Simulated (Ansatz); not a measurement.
# NbTe (P-6m2) in Ansatz: notebook

The runs below take NbTe through relaxation of cell and atoms, single point, with revPBE, BLYP, PBE.

Everything below comes from runs of Ansatz 0.2.0. Logs are shortened: lines on timing, memory, paths and dates and some standing lists are left out, and cuts for length are marked.

## (1) The crystal as given

It takes space group P-6m2 (No. 187, hexagonal). The conventional cell has a = 3.703 Å, b = 3.703 Å, c = 3.694 Å, α = 90.00°, β = 90.00°, γ = 120.00°. Te (site symmetry -6m2) is surrounded by 6 Nb at 2.83 Å. Nb (site symmetry -6m2) has 6 Te at 2.83 Å as nearest neighbours.

The cell comes from a database or a generator and needn't be the stable form of this composition.

## (2) Relaxation of cell and atoms, revPBE

The input, input.yaml:

```yaml
crystal:
  lattice:
    - [3.7029743866, 0.0, 0.0]
    - [-1.8514871933, 3.2068698884, 0.0]
    - [0.0, 0.0, 3.694211]
  atoms:
    - { symbol: Te, position: [0.6666666667, 0.3333333333, 0.0] }
    - { symbol: Nb, position: [0.0, 0.0, 0.5] }
hamiltonian:
  xc: revpbe
  pseudopotentials: { kind: paw }
kpoints:
  mp_grid: { grid: [8, 8, 7] }
scf:
  occupations: { method: fermi_dirac, width: 0.05 }
output:
  forces: true
  stress: true
  eigenvalues: true
relax:
  f_tol: 0.01
  max_steps: 40
  cell: { stress_tol: 0.05 }
```

Potentials or basis: Ansatz PAW.

Started as:

```sh
ansatz run input.yaml --threads 2 --pin off --max-ram 5632MiB --backend cpu --events-out ev --progress --plain --runs-dir out
```

Log:

```text
Warning: RAYON_NUM_THREADS=2 ignored (pool sized by the plan → 2); use --threads N
Engine: ansatz 0.2.0, aarch64-unknown-linux-gnu
Pseudopotentials: kind: paw
Pseudopotential: Te, paw, valence charge 16, recommended cutoff 420 eV (normal), Te.paw.azcp
Pseudopotential: Nb, paw, valence charge 13, recommended cutoff 420 eV (normal), Nb.paw.azcp
Functional definition: revPBE
  parameter kappa = 1.245
  parameter beta = 0.06672455060314922
  exchange = pbe_x(kappa = kappa, mu = beta*pi^2/3)
  correlation = pbe_c(beta = beta)
Crystal: 2 atoms, lattice volume = 43.869 Å³
Basis set: ecut = 420 eV, 865 PW (Γ), exchange–correlation on 50×50×50 points (8 copies of the dense FFT grid, shifted against one another)
Bands: 19, of which v1, the nominal top of the filled ones, is band 15 counted from 1 (14 counted from 0)
Symmetry: 12 space group operations
Space group: P-6m2 (ITA 187), of the structure as read, at distance tolerance 3.5e-5 Å
k-points: 40 of 448 (time reversal used)
Non-local potential: Te, projectors of the file, l = 0: 2, l = 1: 2, l = 2: 2, l = 3: 2
Non-local potential: Nb, projectors of the file, l = 0: 3, l = 1: 2, l = 2: 2, l = 3: 1
PAW form: soft (Blöchl's): semilocal exchange-correlation on the pseudo side does not see the compensation charge
PAW frozen core: Te, regenerated for the run's functional, and the local potential with it (the file was generated under x = pbe(κ = 0.804, μ = 0.2195149727645171), c = pbe(β = 0.06672455060314922))
PAW frozen core: Nb, regenerated for the run's functional, and the local potential with it (the file was generated under x = pbe(κ = 0.804, μ = 0.2195149727645171), c = pbe(β = 0.06672455060314922))
PAW one-centre angular grid: Te, 590 points (default); XC on 64 Gauss nodes
PAW one-centre angular grid: Nb, 590 points (default); XC on 64 Gauss nodes
Initial density: superposition of atomic densities (neutral atoms: chi_scale 0, normalization atom), corrected by the library's trained network
Initial wavefunctions: pseudopotential atomic-orbital guess
Functional: x = revpbe(κ = 1.245, μ = 0.2195149727645171), c = pbe(β = 0.06672455060314922)
SCF iter   1: F=—  HF=-11543.686271 eV  |F-HF|=—  |Δ(HF+E_count)|=         —  Δρ=7.94e-3  dr2=1.83e-2  ethr=1.77e-3  ⟨swp⟩=6.0  Hψ=3926  notcnv=0
preconditioner: auto → none  [metal: Δε(μ)=0.063 eV  Ē_g=7.569 eV  σ=0.050 eV  W_gap=0.29  n_scr=8 (ndim 8)  ℏωp=18.6 eV  f_vac=0.000  D(μ)=1.33/eV (n_scr^D=8)  sad-step TF]
SCF iter   2: F=—  HF=-11543.686415 eV  |F-HF|=—  |Δ(HF+E_count)|=   1.45e-4  Δρ=4.89e-3  dr2=8.45e-3  ethr=6.31e-5  ⟨swp⟩=1.4  Hψ=1109  notcnv=0
SCF iter   3: F=—  HF=-11543.686116 eV  |F-HF|=—  |Δ(HF+E_count)|=   2.99e-4  Δρ=5.63e-4  dr2=8.08e-5  ethr=2.91e-5  ⟨swp⟩=2.0  Hψ=1082  notcnv=0
SCF iter   4: F=—  HF=-11543.686048 eV  |F-HF|=—  |Δ(HF+E_count)|=   6.81e-5  Δρ=1.72e-4  dr2=7.70e-6  ethr=2.79e-7  ⟨swp⟩=2.1  Hψ=1278  notcnv=0
SCF iter   5: F=—  HF=-11543.686050 eV  |F-HF|=—  |Δ(HF+E_count)|=   2.70e-6  Δρ=3.69e-5  dr2=5.28e-7  ethr=2.66e-8  ⟨swp⟩=2.0  Hψ=945  notcnv=0
SCF iter   6: F=-11543.686051 eV  HF=-11543.686051 eV  |F-HF|=1.10e-8  |Δ(HF+E_count)|=   4.14e-8  Δρ=8.60e-6  dr2=1.81e-8  ethr=3.45e-10  ⟨swp⟩=6.5  Hψ=3351  notcnv=0
SCF 1 converged in 6 iterations: F = -11543.686051 eV  dr2 = 1.81e-8
relax step   1: F+E_penalty+E_count = -11543.68605052 eV  Δ(F+E_penalty+E_count) = +0.000e0 eV  max|allowed force component| = 2.776e-17 eV/Å  Δτ_max = 0.0000 Å  P = +0.891 GPa  Ω = 43.869 Å³  (6 SCF iters, dr2 threshold 1.00e-7 eV, accepted)
Crystal: 2 atoms, lattice volume = 44.776 Å³
Basis set: ecut = 420 eV, 889 PW (Γ), exchange–correlation on 50×50×50 points (8 copies of the dense FFT grid, shifted against one another)
Initial density: handed on by an earlier stage of this run
Initial wavefunctions: those handed on with the density
iter 1 solved again at ethr=5.63e-6 eV; its pass at ethr=3.10e-3 eV (dr2=1.63e-3 eV) is discarded
SCF iter   1: F=—  HF=-11543.683571 eV  |F-HF|=—  |Δ(HF+E_count)|=         —  Δρ=1.47e-3  dr2=1.66e-3  ethr=5.63e-6  ⟨swp⟩=2.2  Hψ=4968  notcnv=0
preconditioner: auto → none  [metal: Δε(μ)=0.084 eV  Ē_g=7.454 eV  σ=0.050 eV  W_gap=0.38  n_scr=8 (ndim 8)  ℏωp=18.4 eV  f_vac=0.000  D(μ)=1.34/eV (n_scr^D=8)]
SCF iter   2: F=—  HF=-11543.683220 eV  |F-HF|=—  |Δ(HF+E_count)|=   3.50e-4  Δρ=4.98e-4  dr2=1.54e-4  ethr=5.63e-6  ⟨swp⟩=2.0  Hψ=841  notcnv=0
SCF iter   3: F=—  HF=-11543.683163 eV  |F-HF|=—  |Δ(HF+E_count)|=   5.72e-5  Δρ=9.37e-5  dr2=2.19e-6  ethr=5.29e-7  ⟨swp⟩=2.0  Hψ=939  notcnv=0
[... 26 lines left out ...]
SCF iter   4: F=-11543.687325 eV  HF=-11543.687325 eV  |F-HF|=9.09e-11  |Δ(HF+E_count)|=   1.56e-8  Δρ=1.48e-6  dr2=4.42e-10  ethr=1.78e-10  ⟨swp⟩=2.5  Hψ=1273  notcnv=0
iter 5 did not close the SCF: its close was put off for the readings that it lacked (scf_convergence_deferred on its scf_iter line)
SCF iter   5: F=-11543.687325 eV  HF=-11543.687325 eV  |F-HF|=1.64e-11  |Δ(HF+E_count)|=  2.09e-10  Δρ=2.47e-7  dr2=2.65e-11  ethr=1.53e-12  ⟨swp⟩=2.0  Hψ=1193  notcnv=0
SCF iter   6: F=-11543.687325 eV  HF=-11543.687325 eV  |F-HF|=7.28e-12  |Δ(HF+E_count)|=  1.09e-11  Δρ=5.16e-8  dr2=6.77e-13  ethr=1.00e-12  ⟨swp⟩=1.9  Hψ=1797  notcnv=0
SCF 4 converged in 6 iterations: F = -11543.687325 eV  dr2 = 6.77e-13
relax step   4: F+E_penalty+E_count = -11543.68732460 eV  Δ(F+E_penalty+E_count) = -1.126e-5 eV  max|allowed force component| = 4.163e-17 eV/Å  Δτ_max = 0.0000 Å  P = -0.029 GPa  Ω = 44.158 Å³  energy of the carried Pulay correction = -6.108e-5 eV  (6 SCF iters, dr2 threshold 1.36e-8 eV, accepted)
Initial wavefunctions: pseudopotential atomic-orbital guess (no wavefunctions were taken with the density)
iter 1 solved again at ethr=3.31e-8 eV; its pass at ethr=3.10e-3 eV (dr2=9.59e-6 eV) is discarded
SCF iter   1: F=—  HF=-11543.687381 eV  |F-HF|=—  |Δ(HF+E_count)|=         —  Δρ=1.15e-4  dr2=1.26e-7  ethr=3.31e-8  ⟨swp⟩=4.0  Hψ=6356  notcnv=0
preconditioner: auto → none  [metal: Δε(μ)=0.059 eV  Ē_g=7.537 eV  σ=0.050 eV  W_gap=0.27  n_scr=8 (ndim 8)  ℏωp=18.5 eV  f_vac=0.000  D(μ)=1.35/eV (n_scr^D=8)]
SCF iter   2: F=—  HF=-11543.687372 eV  |F-HF|=—  |Δ(HF+E_count)|=   9.42e-6  Δρ=5.76e-5  dr2=3.11e-8  ethr=4.33e-10  ⟨swp⟩=1.6  Hψ=932  notcnv=0
SCF iter   3: F=—  HF=-11543.687379 eV  |F-HF|=—  |Δ(HF+E_count)|=   7.64e-6  Δρ=1.19e-6  dr2=1.18e-10  ethr=1.07e-10  ⟨swp⟩=1.0  Hψ=760  notcnv=0
iter 4 did not close the SCF: its close was put off for the readings that it lacked (scf_convergence_deferred on its scf_iter line)
SCF iter   4: F=-11543.687379 eV  HF=-11543.687379 eV  |F-HF|=5.46e-12  |Δ(HF+E_count)|=   2.74e-9  Δρ=1.13e-7  dr2=1.53e-12  ethr=1.00e-12  ⟨swp⟩=2.0  Hψ=1286  notcnv=0
iter 5 did not close the SCF: its close was put off for the readings that it lacked (scf_convergence_deferred on its scf_iter line)
SCF iter   5: F=-11543.687379 eV  HF=-11543.687379 eV  |F-HF|=0.00e0  |Δ(HF+E_count)|=  9.09e-12  Δρ=1.70e-8  dr2=5.09e-14  ethr=1.00e-12  ⟨swp⟩=1.0  Hψ=760  notcnv=0
iter 6 did not close the SCF: its close was put off for the readings that it lacked (scf_convergence_deferred on its scf_iter line)
SCF iter   6: F=-11543.687379 eV  HF=-11543.687379 eV  |F-HF|=0.00e0  |Δ(HF+E_count)|=    0.00e0  Δρ=4.52e-9  dr2=4.51e-15  ethr=1.00e-12  ⟨swp⟩=1.0  Hψ=760  notcnv=0
iter 7 did not close the SCF: its close was put off for the readings that it lacked (scf_convergence_deferred on its scf_iter line)
SCF iter   7: F=-11543.687379 eV  HF=-11543.687379 eV  |F-HF|=0.00e0  |Δ(HF+E_count)|=    0.00e0  Δρ=5.86e-10  dr2=1.16e-16  ethr=1.00e-12  ⟨swp⟩=1.0  Hψ=760  notcnv=0
SCF iter   8: F=-11543.687379 eV  HF=-11543.687379 eV  |F-HF|=0.00e0  |Δ(HF+E_count)|=  3.64e-12  Δρ=1.65e-10  dr2=5.34e-18  ethr=1.00e-12  ⟨swp⟩=2.8  Hψ=2156  notcnv=0
SCF 5 converged in 8 iterations: F = -11543.687379 eV  dr2 = 5.34e-18
relax step   5: F+E_penalty+E_count = -11543.68737915 eV  Δ(F+E_penalty+E_count) = -5.455e-5 eV  max|allowed force component| = 3.238e-17 eV/Å  Δτ_max = 0.0000 Å  P = -0.029 GPa  Ω = 44.158 Å³  stress off target by 3.91e-2 GPa  SCF on the basis re-selected at this cell (its energy is not comparable with the rows above)  (8 SCF iters)
basis re-selected at this cell: Δ(F+E_penalty+E_count) = -5.455e-5 eV, ΔP = -0.001 GPa vs the last step (what re-selecting the basis moved, of the pressure what is left beyond the Pulay correction that the steps carried, after the strain that the cell walked since its last selection, with what the two solves' SCF thresholds leave and, on support functions, any second-order correction that the steps lacked; it is no measure of the basis error at this ecutwfc). This SCF's stress stands 3.91e-2 GPa from its target on what of the cell is left free (relax.cell.stress_tol is 5.00e-2 GPa) and its largest allowed force component is 3.24e-17 eV/Å (relax.f_tol is 1.00e-2 eV/Å): within both
SCF converged after 8 iterations
Free energy (F): -11543.687379 eV
Harris-Foulkes:  -11543.687379 eV  (|F-HF|=0.00e0)
Internal energy: -11543.676142 eV  (E = F + TS)
E sigma→0 (E₀):  -11543.681761 eV
Entropy (-TS):   -0.011237 eV (-5.619 meV/atom)
Fermi energy:    15.831298 eV
--- Per-component energies (eV) ---
  E_band       = -281.244058
  E_kinetic    = 575.022811
  E_local      = -1737.609802  (includes V_loc(G=0)·N_el)
  E_nonlocal   = -189.665061
  E_hartree    = 938.216543
  E_xc         = -299.779429
  E_vxc        = -316.896020  (∫ρ·V_xc dr)
  E_paw        = -7748.451960  (= ΣΔE_a)
  E_vpaw       = -488.528903  (= ΣTr[D̂ρ^β])
  E_aug_tail   = -0.000170  (compensation charges beyond the density's cutoff)
  E_ewald      = -3081.319362
  E_core_change = -0.089713  (= ΣΔE_core)
  E_smearing   = -0.011237  (= −TS)
  E_closure    = -0.000000  (closes the sum)
  Σ components = -11543.687379   (vs F -11543.687379, Δ=0.00e0)
--- Forces (eV/Å), atoms counted from 1 ---
  atom   1  Te     0.00000000    -0.00000000     0.00000000
  atom   2  Nb     0.00000000    -0.00000000     0.00000000
  max |Σ_I F_I| component: 1.20e-16 eV/Å
--- Stress (GPa, compression-positive) ---
       -0.039074      -0.000000      -0.000000
       -0.000000      -0.039074      -0.000000
       -0.000000      -0.000000      -0.010282
  P = ⅓ Tr σ = -0.0295 GPa (-0.295 kbar)
--- Band table (eV; the first three rows and the last of 40) ---
  k-point 0: bands = ["-39.7784", "-22.2944", "-22.2944", "-22.2834", "-22.2834", "-22.2829", "-15.9774", "-15.7805", "-15.7805", "1.6263", "12.7325", "12.7325", "12.8610", "13.4167", "15.9517", "15.9517", "18.2391", "18.2391", "18.6868"]
  k-point 1: bands = ["-39.7775", "-22.2941", "-22.2941", "-22.2844", "-22.2844", "-22.2807", "-15.9974", "-15.7785", "-15.7785", "1.8217", "11.4813", "12.8455", "12.8455", "14.2757", "15.5290", "15.5290", "18.4718", "18.4718", "19.2336"]
  k-point 2: bands = ["-39.7755", "-22.2933", "-22.2933", "-22.2869", "-22.2869", "-22.2758", "-16.0419", "-15.7740", "-15.7740", "2.3274", "9.7214", "13.0938", "13.0938", "14.9899", "14.9899", "15.2978", "18.2139", "18.2139", "20.0953"]
  k-point 39: bands = ["-39.7653", "-22.2954", "-22.2911", "-22.2866", "-22.2838", "-22.2651", "-16.0323", "-15.8739", "-15.8295", "3.7318", "9.6907", "10.1736", "11.2709", "14.6365", "16.9405", "17.4436", "18.0226", "18.2976", "19.1782"]
--- Relaxed structure (4 steps of the walk, 3 accepted, 1 SCFs on fresh bases) ---
  F+E_penalty+E_count = -11543.68737915 eV   max|allowed force component| = 3.238e-17 eV/Å   (the final SCF, on the basis selected at the relaxed cell)
  cell:  # Å, volume = 44.1581 Å³
    - [3.703167509057192, 0.0, 0.0]
    - [-1.851583754528596, 3.2070371373126685, 0.0]
    - [0.0, 0.0, 3.7182037138272426]
  atoms:
    - { symbol: Te, position: [0.6666666666666666, 0.3333333333333332, 0.0] }
    - { symbol: Nb, position: [-2.7755575615628914e-17, -1.2812027587756248e-33, 0.5] }
```

Wall time 9.1 s (2 threads of Arm Neoverse V2, shared host); peak memory 0.35 GiB.

Results:

```yaml
Free_energy: -11543.6874 eV
Relaxed_volume: 22.08 Å³/atom
Relaxed_cell: a = 3.703 Å, b = 3.703 Å, c = 3.718 Å, α = 90.00°, β = 90.00°, γ = 120.00°
Space_group_after_relaxing_to_0.05_Å: P-6m2 (No. 187)
Energy_gained_by_relaxing: 0.7 meV/atom
Ionic_steps: 4
Pressure_after_relaxing: 0.0 GPa
Band_gap_on_the_k_mesh: none (metal or under the smearing width)
```

Step by step:
| step | energy change (eV) | largest force (eV/Å) | volume (Å³) |
| --- | --- | --- | --- |
| 1 | 0.0000 | 0.0000 | 43.87 |
| 2 | -0.0013 | 0.0000 | 44.13 |
| 3 | -0.0013 | 0.0000 | 44.16 |
| 4 | -0.0013 | 0.0000 | 44.16 |

Final structure:
```
Te Nb
1.0
     3.70317    0.00000    0.00000
    -1.85158    3.20704    0.00000
     0.00000    0.00000    3.71820
Te Nb
1 1
Direct
  0.66667 0.33333 0.00000
  0.00000 0.00000 0.50000
```

Caveat: the plane-wave basis is chosen anew once the cell has moved, so the energies of steps on either side of that aren't comparable; the PAW data sets come from PBE, with cores solved anew for the run's functional, which leaves a small shift of forces and pressure. The run has no spin-orbit coupling, so splittings on Te are missing.

(Continued in part 2 of 2.)
